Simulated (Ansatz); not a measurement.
# CH7AlOSi: up Jacob's ladder to CCSD(T)

The task here is to estimate one member of a computed series from the others.

Program: Ansatz 0.2.0, Gaussian basis. Level of theory: functionals in def2-TZVPP, the program's frozen cores in correlated methods. These are calculated values, not measurements.

Plan: LDA (SPW92), PBE-D4, revPBE-D4, BLYP-D4, r2SCAN-D4, B97M-V, PBE0-D4, B3LYP-D4, r2SCANh-D4, r2SCAN0-D4, HSE06-D4, BHLYP-D4, CAM-B3LYP-D4, LC-ωPBE, ωB97X-V, ωB97M-V, B2PLYP, PBE-QIDH; CCSD(T)/def2-SVP; CCSD(T)/def2-TZVPP; MP2/def2-QZVPP; extrapolation to the limit; RPA on PBE.

### The geometry

The geometry comes from an earlier relaxation with PBE0-D4 in a triple-zeta def2 set; it is a stationary point, not always the lowest conformer.

SMILES `CO[SiH2][AlH2]`, 11 atoms, charge 0, spin multiplicity 1.

Atoms are counted from 1 here; the program's logs count them from 0.

Bond lengths: C1–O2 1.409 Å, C1–H5 1.092 Å, C1–H6 1.097 Å, C1–H7 1.097 Å, O2–Si3 1.654 Å, Si3–Al4 2.459 Å, Si3–H8 1.500 Å, Si3–H9 1.500 Å, Al4–H10 1.588 Å, Al4–H11 1.591 Å. Angles: O2–C1–H5 108.4°, O2–C1–H6 111.4°, O2–C1–H7 111.4°, H5–C1–H6 108.6°, H5–C1–H7 108.6°, H6–C1–H7 108.4°, C1–O2–Si3 121.6°, O2–Si3–Al4 108.9°, O2–Si3–H8 109.6°, O2–Si3–H9 109.5°, Al4–Si3–H8 112.1°, Al4–Si3–H9 112.1°, H8–Si3–H9 104.5°, Si3–Al4–H10 122.1°, Si3–Al4–H11 118.8°, H10–Al4–H11 119.1°.

Geometry (Å):

```xyz
11

C     0.6584    1.9806   -0.3806
O    -0.0886    0.7917   -0.4942
Si    0.2205   -0.5200    0.4656
Al   -1.3484   -2.3207   -0.1180
H     0.2722    2.7010   -1.1040
H     1.7204    1.8077   -0.5929
H     0.5719    2.4135    0.6234
H     1.6508   -0.9399    0.2974
H     0.1132   -0.1225    1.9082
H    -2.4469   -2.1471   -1.2510
H    -1.2580   -3.7013    0.6667
```

The first run:

The input, in.yaml:

```yaml
crystal:
  periodic: [false, false, false]
  atoms:
    - {symbol: C, position_ang: [0.658438, 1.980611, -0.380575]}
    - {symbol: O, position_ang: [-0.088620, 0.791662, -0.494169]}
    - {symbol: Si, position_ang: [0.220458, -0.519978, 0.465606]}
    - {symbol: Al, position_ang: [-1.348423, -2.320697, -0.117992]}
    - {symbol: H, position_ang: [0.272192, 2.701010, -1.104017]}
    - {symbol: H, position_ang: [1.720375, 1.807703, -0.592870]}
    - {symbol: H, position_ang: [0.571899, 2.413457, 0.623378]}
    - {symbol: H, position_ang: [1.650751, -0.939946, 0.297392]}
    - {symbol: H, position_ang: [0.113207, -0.122519, 1.908177]}
    - {symbol: H, position_ang: [-2.446901, -2.147060, -1.251021]}
    - {symbol: H, position_ang: [-1.257977, -3.701341, 0.666691]}
basis:
  gaussian: {orbitals: def2-TZVPP}
hamiltonian: {xc: lda}
output: {orbitals: {seedname: orbitals}}
```

The run is started by

```bash
ansatz run in.yaml --threads 2 --pin off --events-out ev --progress --plain --max-ram 4352MiB
```

Among the steps run: LDA; PBE-D4 (GGA); revPBE-D4 (GGA); BLYP-D4 (GGA); r2SCAN-D4 (meta-GGA); B97M-V (meta-GGA); B3LYP-D4 (hybrid); r2SCANh-D4 (hybrid); r2SCAN0-D4 (hybrid); HSE06-D4 (hybrid); BHLYP-D4 (hybrid); CAM-B3LYP-D4 (range-separated); LC-ωPBE (range-separated); ωB97X-V (range-separated); ωB97M-V (range-separated); B2PLYP (double hybrid); PBE-QIDH (double hybrid).

One table of the session follows, with a row left open; its other results are not shown here.

It belongs to the step «Orbital energies across the functionals». 

```
  functional  HOMO (eV)  LUMO (eV)  gap (eV)
 LDA (SPW92)      -6.39      -3.00      3.39
      PBE-D4      -6.33      -2.79      3.54
   revPBE-D4      -6.29      -2.69      3.60
     BLYP-D4      -6.20      -2.66      3.54
   r2SCAN-D4      -6.57      -2.52      4.05
      B97M-V      -6.67      -2.78      3.89
     PBE0-D4      -7.43      -2.02      5.40
    B3LYP-D4      -7.24      -2.21      5.03
  r2SCANh-D4      -6.97      -2.26      4.71
  r2SCAN0-D4      -7.58      -1.87      5.71
    HSE06-D4      -7.03      -2.39      4.64
    BHLYP-D4      -8.43      -1.22      7.21
CAM-B3LYP-D4          ?          ?         ?
     LC-ωPBE      -9.99       0.02     10.01
     ωB97X-V      -9.68      -0.10      9.59
     ωB97M-V      -9.43      -0.38      9.05
```

Q: Estimate the row for CAM-B3LYP-D4 from the others.

**Answer.** HOMO (eV): -8.70; LUMO (eV): -1.06; gap (eV): 7.64. In the column «HOMO (eV)» it lies between ωB97M-V (-9.43) and BHLYP-D4 (-8.43).
